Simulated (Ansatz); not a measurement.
# ClW: the cost of one run

Computed with Ansatz 0.2.0, Gaussian basis. Level: def2-TZVPP, core rule «outside noble gas», up to 9 orbitals frozen.

The runs, in order: UHF; CCSD(T) on ROHF; CCSD(T) on UHF; CCSDT(Q) on ROHF; CCSDT(Q) on UHF; CASSCF and NEVPT2, 12 electrons in 10 orbitals.

7 further runs of the same task are left out: 2 for a known fault of the program, 5 set aside as unsound or not needed.

## 1. The geometry

The geometry is a PBE0/def2-TZVP stationary point (not a proven minimum) of the parent state, kept for this charge and spin. No spin-orbit coupling is included. Elements past krypton take def2 core potentials.

2 atoms, charge 1, spin multiplicity 5.

Atoms are counted from 1 here; the program's logs count them from 0.

Bond lengths: W1–Cl2 2.233 Å.

Coordinates:

| atom | x (Å) | y (Å) | z (Å) |
| --- | --- | --- | --- |
| W1 | 0.00000 | 0.00000 | 0.00000 |
| Cl2 | 0.00000 | 0.00000 | 2.23300 |

## 2. UHF

Input file in.yaml:

```yaml
crystal:
  periodic: [false, false, false]
  atoms:
    - {symbol: W, position_ang: [0.000000, 0.000000, 0.000000]}
    - {symbol: Cl, position_ang: [0.000000, 0.000000, 2.233000]}
basis:
  gaussian: {orbitals: def2-TZVPP}
total_charge: 1
magnetization: {spin_polarized: true, initial_magnetization: 4}
hamiltonian: {xc: hf}
output: {orbitals: {seedname: orbitals}}
```

On the command line:

```sh
$ ansatz run in.yaml --threads 1 --pin off --events-out ev --progress --plain --max-ram 2816MiB --backend cpu
```

Q: Estimate wall time and peak memory on 1 thread of AMD EPYC 7R13, shared host.

About 9 s, with a peak of 0.27 GiB.
